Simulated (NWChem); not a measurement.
**One shape, several levels: triplet C2H7BO**

Wanted: a comparison of 6 runs (UHF/3-21G, UB3LYP/6-31G*, UB3LYP/def2-SVP, UM06-2X/def2-SVP, UPBE0/def2-SVP) of triplet C2H7BO. 

The results are computed with NWChem 7.3.0.

46 further runs of the same task are left out: 46 set aside as unsound or not needed.

### Step 1. The structure to begin with

C2H7BO: 11 atoms, total charge 0, spin state triplet. SMILES of the parent species: `CCBO`. The coordinates come from a PBE0-D4/def2-TZVP relaxation. This is one conformer, not always the lowest. That shape belongs to the parent species and isn't relaxed for this state.

Bond lengths: C1–C2 1.528 Å, C2–B3 1.569 Å, B3–O4 1.355 Å, C1–H5 1.093 Å, C1–H6 1.092 Å, C1–H7 1.093 Å, C2–H8 1.098 Å, C2–H9 1.101 Å, B3–H10 1.202 Å, O4–H11 0.962 Å. Some angles: C1–C2–B3 114.3°, C2–B3–O4 123.5°, C1–C2–H8 110.4°, C1–C2–H9 108.7°, B3–C2–H8 111.8°, B3–C2–H9 105.8°, C2–C1–H5 111.4°, C2–C1–H6 111.9°, C2–C1–H7 111.0°, C2–B3–H10 121.4°.

### Step 2. A single-point energy at UHF/3-21G (run 1)

Input file sp.xyz:

```xyz
11

C     -0.556200     1.314000     0.194100
C     -0.148100    -0.126400     0.498700
B      0.844200    -0.749700    -0.545000
O      0.775200    -2.034600    -0.968200
H     -1.123600     1.378600    -0.737900
H     -1.178100     1.737200     0.986300
H      0.322300     1.954000     0.082400
H     -1.037300    -0.754700     0.640300
H      0.380300    -0.147700     1.464300
H      1.748300    -0.108300    -1.010000
H      0.038500    -2.519500    -0.584400
```

Input file sp.nw:

```
start sp
memory total 2200 mb
charge 0
geometry units angstroms noautosym nocenter noautoz
 load format xyz sp.xyz
end
basis "ao basis" spherical bse
 * library 3-21G
end
scf
 nopen 2
 uhf
 thresh 1e-08
 maxiter 80
end
task scf energy
```

The run is started by

```
nwchem sp.nw > sp.out
```

What it wrote:

```text
[...]
  functions       =    50
[...]
  wavefunction    = UHF
[...]
         Total SCF energy =   -178.159095661208
      One electron energy =   -463.284008534095
      Two electron energy =    173.050033606550
 Nuclear repulsion energy =    112.074879266337
                       Sz =      1.0000
                 Sz(Sz+1) =      2.0000
                      S^2 =      2.0106
[...]
```

Wall time 4.8 s (1 thread of AMD EPYC 7R43 (Zen 3), shared host); peak memory 0.096 GiB.

### Step 3. The energy at UB3LYP/6-31G(d) (spherical functions) (run 2)

Input file calc.nw:

```
start calc
title "C2H7BO B3LYP"
memory total 2200 mb
charge 0
geometry units angstroms noautosym nocenter noautoz
   C    -0.556200    1.314000    0.194100
   C    -0.148100   -0.126400    0.498700
   B     0.844200   -0.749700   -0.545000
   O     0.775200   -2.034600   -0.968200
   H    -1.123600    1.378600   -0.737900
   H    -1.178100    1.737200    0.986300
   H     0.322300    1.954000    0.082400
   H    -1.037300   -0.754700    0.640300
   H     0.380300   -0.147700    1.464300
   H     1.748300   -0.108300   -1.010000
   H     0.038500   -2.519500   -0.584400
end
basis "ao basis" spherical bse
   * library 6-31G*
end
dft
   xc b3lyp
   mult 3
   grid xfine
   convergence energy 1e-08
   maxiter 100
   mulliken
end
task dft energy
```

The run is started by

```
nwchem calc.nw > calc.out
```

What it wrote:

```text
[...]
          Wavefunction type:  spin polarized.
          No. of atoms     :    11
          No. of electrons :    32
[...]
          Charge           :     0
          Spin multiplicity:     3
[...]
          AO basis - number of functions:    70
[...]
              XC Information
              --------------
                         B3LYP Method XC Potential
                     Hartree-Fock (Exact) Exchange  0.200
                        Slater Exchange Functional  0.800 local
                    Becke 1988 Exchange Functional  0.720 non-local
              Lee-Yang-Parr Correlation Functional  0.810
                  VWN I RPA Correlation Functional  0.190 local
[...]
 d= 0,ls=0.0,diis     1   -180.2287876243 -2.92D+02  9.34D-03  1.56D-01     6.8
[...]
 d= 0,ls=0.0,diis    13   -180.3147028172 -4.54D-09  6.41D-07  3.61D-10    79.4
[...]
         Total DFT energy =     -180.314702817208
      One electron energy =     -465.196639385592
           Coulomb energy =      198.958761378425
    Exchange-Corr. energy =      -26.151704076379
 Nuclear repulsion energy =      112.074879266337
[...]
      Total Density - Mulliken Population Analysis
     ---------------------------------------------
    Atom       Charge   Shell Charges
 -----------   ------   -------------------------------------------------------
    1 C    6     6.44   2.00  0.68  2.12  0.62  0.99  0.03
    2 C    6     6.30   2.00  0.69  2.05  0.60  0.91  0.04
    3 B    5     5.05   2.00  0.52  1.54  0.28  0.64  0.08
    4 O    8     8.48   2.00  0.90  2.95  0.89  1.72  0.02
    5 H    1     0.84   0.52  0.31
    6 H    1     0.85   0.52  0.33
    7 H    1     0.83   0.53  0.31
    8 H    1     0.85   0.53  0.32
    9 H    1     0.83   0.52  0.30
   10 H    1     0.95   0.48  0.47
[...]
      <S2> =      2.0031 (Exact =     2.0000)
[...]
```

It took 80 s on 1 thread of AMD EPYC 7R43 (Zen 3), shared host; peak memory 0.14 GiB.

Runs 3 to 5 aren't shown in full; the table further down has their settings and results.

### Step 4. The energy at UPBE0/def2-SVP (run 6)

Input file work.nw:

```
start work
memory stack 880 mb heap 220 mb global 1100 mb

geometry noautosym nocenter noautoz
C     -0.556200     1.314000     0.194100
C     -0.148100    -0.126400     0.498700
B      0.844200    -0.749700    -0.545000
O      0.775200    -2.034600    -0.968200
H     -1.123600     1.378600    -0.737900
H     -1.178100     1.737200     0.986300
H      0.322300     1.954000     0.082400
H     -1.037300    -0.754700     0.640300
H      0.380300    -0.147700     1.464300
H      1.748300    -0.108300    -1.010000
H      0.038500    -2.519500    -0.584400
end

basis "ao basis" spherical bse
C library def2-SVP
B library def2-SVP
O library def2-SVP
H library def2-SVP
end

dft
xc pbe0
mult 3
grid fine
convergence energy 1e-08
iterations 100
mulliken
end

task dft energy
```

The run is started by

```
nwchem work.nw > work.out
```

What it wrote:

```text
[...]
          Wavefunction type:  spin polarized.
          No. of atoms     :    11
          No. of electrons :    32
[...]
          Charge           :     0
          Spin multiplicity:     3
[...]
          AO basis - number of functions:    91
[...]
              XC Information
              --------------
                         PBE0 Method XC Functional
                     Hartree-Fock (Exact) Exchange  0.250
          PerdewBurkeErnzerhof Exchange Functional  0.750
            Perdew 1991 LDA Correlation Functional  1.000 local
           PerdewBurkeErnz. Correlation Functional  1.000 non-local
[...]
 d= 0,ls=0.0,diis     1   -179.8954612864 -2.92D+02  6.68D-03  1.35D-01     3.1
[...]
 d= 0,ls=0.0,diis    13   -179.9725193265 -4.31D-09  7.33D-07  5.47D-10    38.0
[...]
         Total DFT energy =     -179.972519326462
      One electron energy =     -464.807792297548
           Coulomb energy =      198.614263860968
    Exchange-Corr. energy =      -25.853870156218
 Nuclear repulsion energy =      112.074879266337
[...]
      Total Density - Mulliken Population Analysis
     ---------------------------------------------
    Atom       Charge   Shell Charges
 -----------   ------   -------------------------------------------------------
    1 C    6     6.07   1.99  0.90  0.15  2.11  0.90  0.03
    2 C    6     6.07   1.99  0.93  0.18  2.05  0.89  0.04
    3 B    5     5.36   1.99  0.76  0.12  1.69  0.69  0.11
    4 O    8     8.08   1.99  1.08  0.55  2.89  1.57  0.01
    5 H    1     0.95   0.73  0.19  0.02
    6 H    1     0.96   0.73  0.20  0.02
    7 H    1     0.94   0.74  0.18  0.02
    8 H    1     0.94   0.74  0.17  0.02
    9 H    1     0.92   0.73  0.16  0.03
   10 H    1     0.91   0.67  0.22  0.02
[...]
      <S2> =      2.0040 (Exact =     2.0000)
[...]
```

It took 39 s on 1 thread of AMD EPYC 7R43 (Zen 3), shared host; peak memory 0.11 GiB.

### Step 5. The series

```tsv
run	level	iteration cap	module	energy (Eh)	dipole moment (D)	HOMO energy (eV)	⟨S²⟩	wall time
1	UHF/3-21G	80	scf	-178.159096	3.55	-4.50	2.011	4.8 s
2	UB3LYP/6-31G* (spherical functions)	100	dft	-180.314703	2.65	-1.56	2.003	80 s
3	UB3LYP/6-31G* (Cartesian functions)	100	dft	-180.317734	2.65	-1.57	2.003	79 s
4	UB3LYP/def2-SVP	100	dft	-180.195331	2.58	-1.87	2.004	43 s
5	UM06-2X/def2-SVP	100	dft	-180.085813	2.68	-2.99	2.005	60 s
6	UPBE0/def2-SVP	100	dft	-179.972519	2.65	-2.15	2.004	39 s
```

### Step 6. What came out

| quantity | value |
| --- | --- |
| run 6: total energy | -179.97252 Eh |
| run 6: dipole moment | 2.65 D |
| run 6: HOMO energy (highest over α and β) | -2.15 eV |
| run 6: ⟨S²⟩ | 2.004 |

In words: The dipole moment (its size) runs from 2.58 D (UB3LYP/def2-SVP) to 3.55 D (UHF/3-21G). The two ends differ in method and basis. Totals of different functionals can't be ranked against each other. All runs together took 5.1 min, the longest 80 s.
